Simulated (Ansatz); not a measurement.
**Calcium, dhcp under BLYP: ground state and equation of state**

Aim: take calcium in the dhcp structure, relax it, solve it on a dense k-mesh, then scale the cell to 7 volumes from 88 to 112 % of the relaxed one and try a fit of the equation of state. Spin polarisation is left out. The k-meshes are 9×9×3 for the relaxation; 12×12×4 for the dense run; 11×11×3 for the volumes.

Computed with Ansatz 0.2.0 (DFT BLYP, plane waves (420 eV) with PAW, scalar-relativistic; PBE-made PAW files, unless a step says otherwise).

## Step 1: The starting structure

The structure is hexagonal, space group P6_3/mmc (No. 194). Conventional cell: a = 3.952 Å, b = 3.952 Å, c = 12.906 Å, α = 90.00°, β = 90.00°, γ = 120.00°. Ca (site symmetry -3m) is surrounded by 12 Ca at 3.95 Å. Ca (site symmetry -6m2) has 12 Ca at 3.95 Å as nearest neighbours.

Coordinates:

```
Ca
1.0
     3.95159    0.00000    0.00000
    -1.97580    3.42218    0.00000
     0.00000    0.00000   12.90589
Ca
4
Cartesian
  0.0000 0.0000 0.0000
  0.0000 0.0000 6.4529
  0.0000 2.2815 3.2265
  1.9758 1.1407 9.6794
```

## Step 2: Relaxation of the cell

input.yaml

```yaml
crystal:
  lattice:
    - [3.9515900202, 0.0, 0.0]
    - [-1.9757950101, 3.4221773429, 0.0]
    - [0.0, 0.0, 12.9058930061]
  atoms:
    - { symbol: Ca, position: [0.0, 0.0, 0.0] }
    - { symbol: Ca, position: [0.0, 0.0, 0.5] }
    - { symbol: Ca, position: [0.3333333333, 0.6666666667, 0.25] }
    - { symbol: Ca, position: [0.6666666667, 0.3333333333, 0.75] }
hamiltonian:
  xc: blyp
  pseudopotentials:
    kind: paw
    azcp:
      Ca: "pseudopotentials/Ca.paw.azcp"
basis:
  ecutwfc: 420
  fft_grid_basis: typed
kpoints:
  mp_grid: { grid: [9, 9, 3], shift: [0, 0, 0] }
magnetization:
  spin_polarized: false
scf:
  occupations: { method: fermi_dirac, width: 0.1 }
relax:
  max_steps: 60
  f_tol: 0.01
  cell: {}
```

After this run come: Dense single point; Equation of state: 88 %; Equation of state: 92 %; Equation of state: 96 %; Equation of state: 100 %; Equation of state: 104 %; Equation of state: 108 %; Equation of state: 112 %.

What does the calculation give? Wanted: space group; conventional cell; volume; shortest distance; gap on the mesh; relative to fcc; V₀, B₀, B₀′.

**Answer**, as computed:

| quantity | value |
| --- | --- |
| space group (spins left aside) | P6_3/mmc (No. 194) |
| conventional cell | a = 3.919 Å, c = 12.844 Å (c/a = 3.277) |
| volume | 42.715 Å³/atom |
| shortest distance | 3.919 Å |
| gap on the mesh | none (levels filled in part) |
| relative to fcc | +3 meV/atom |
| V₀, B₀, B₀′ | 42.667 Å³/atom, 15.9 GPa, 3.5 |

The relaxation shrank the cell by 2.1 % in volume. It lies 3 meV/atom above the element's reference form at the same level (fcc, from a run of its own). Levels at the Fermi energy are filled in part, as in a metal. The fitted modulus is 15.9 GPa, a soft solid; letting shape and positions relax at each volume could only lower it. The symmetry was held, so the structure may be unstable against distortions that break it.
